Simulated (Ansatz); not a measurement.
# NH₂Br (triplet): from Hartree-Fock to the top rungs at distance Br1–H2 along a hydrogen transfer = 1.694 Å, cc-pVDZ

One table from this session's results is given with a row withheld; the runs are named, their logs left out.

Method: cc-pVDZ, core rule «outside noble gas», up to 15 orbitals frozen; program: Ansatz 0.2.0, Gaussian basis.

Plan: UHF; CCSD(T) on ROHF; CCSD(T) on UHF; BCCD(T) on ROHF; CISD; CCSDT(Q) on ROHF; CCSDT(Q) on UHF; CASSCF and MRCISD+Q, 4 electrons in 4 orbitals; CASSCF and NEVPT2, 4 electrons in 4 orbitals; CASSCF and MRCISD+Q, 14 electrons in 10 orbitals; CASSCF and NEVPT2, 14 electrons in 10 orbitals.

7 further runs of the same task are left out: 7 that didn't finish.

## The system

The geometry derives from fragments relaxed apart (PBE0/def2-TZVP) and kept rigid, so it is no stationary point. A hydrogen atom is moved between rigid fragments. No spin-orbit coupling is included. The filled d shell of Br may be among the frozen orbitals whatever the setting's name suggests; the logs give the count.

4 atoms, charge 0, spin multiplicity 3.

Atoms are counted from 1 here; the program's logs count them from 0.

Bond lengths: Br1–H2 1.694 Å, H2–N3 1.150 Å, N3–H4 1.040 Å. Angles: Br1–H2–N3 180.0°, H2–N3–H4 105.0°.

Set-up of the first run:

in.yaml

```yaml
crystal:
  periodic: [false, false, false]
  atoms:
    - {symbol: Br, position_ang: [-1.912770, 0.251057, 0.000000]}
    - {symbol: H, position_ang: [-0.218770, 0.251057, 0.000000]}
    - {symbol: N, position_ang: [0.931230, 0.251057, 0.000000]}
    - {symbol: H, position_ang: [1.200311, -0.753170, 0.000000]}
basis:
  gaussian: {orbitals: cc-pVDZ}
magnetization: {spin_polarized: true, initial_magnetization: 2}
hamiltonian: {xc: hf}
output: {orbitals: {seedname: orbitals}}
```

The run is started by

```console
> ansatz run in.yaml --threads 1 --pin off --events-out ev --progress --plain --max-ram 2393MiB
```

Steps of the session up to this table: UHF; CCSD(T) on ROHF; CCSD(T) on UHF; BCCD(T) on ROHF; CISD; CCSDT(Q) on ROHF; CCSDT(Q) on UHF; CASSCF and MRCISD+Q, 4 electrons in 4 orbitals; CASSCF and NEVPT2, 4 electrons in 4 orbitals; CASSCF and MRCISD+Q, 14 electrons in 10 orbitals; CASSCF and NEVPT2, 14 electrons in 10 orbitals.

One of the session's tables, all rows but one given; the rest of the session is left out.

It belongs to the step «Misses and costs». 

```
          method  from UCCSDT(Q) (kcal/mol)
            ROHF                    +193.39
             UHF                    +182.63
            RMP2                     +22.97
            UMP2                     +25.67
            CISD                     +19.83
           RCCSD                      +4.79
           UCCSD                      +4.50
        RCCSD(T)                      +0.87
        UCCSD(T)                      +0.86
         BCCD(T)                      +0.89
          RCCSDT                      +0.41
          UCCSDT                      +0.35
       RCCSDT(Q)                      +0.04
       UCCSDT(Q)                          0
  CASSCF valence                    +152.45
  NEVPT2 valence                          ?
  MRCISD valence                     +12.28
MRCISD+Q valence                      +0.71
```

Q: Estimate the row for NEVPT2 valence from the others.

The run gave: from UCCSDT(Q) (kcal/mol): +30.49. In the column «from UCCSDT(Q) (kcal/mol)» it lies between UMP2 (+25.67) and CASSCF valence (+152.45).

Left out of the table: CASSCF pair, NEVPT2 pair, MRCISD pair, MRCISD+Q pair (the active space lost an orbital or holds another state than full CI finds).

Limits of these values: Restricted and unrestricted rows rest on different reference determinants; where their highest levels disagree by more than a few hundredths of an eV, they describe different states and don't form one ladder. Warnings in the runs' records: passed over end.
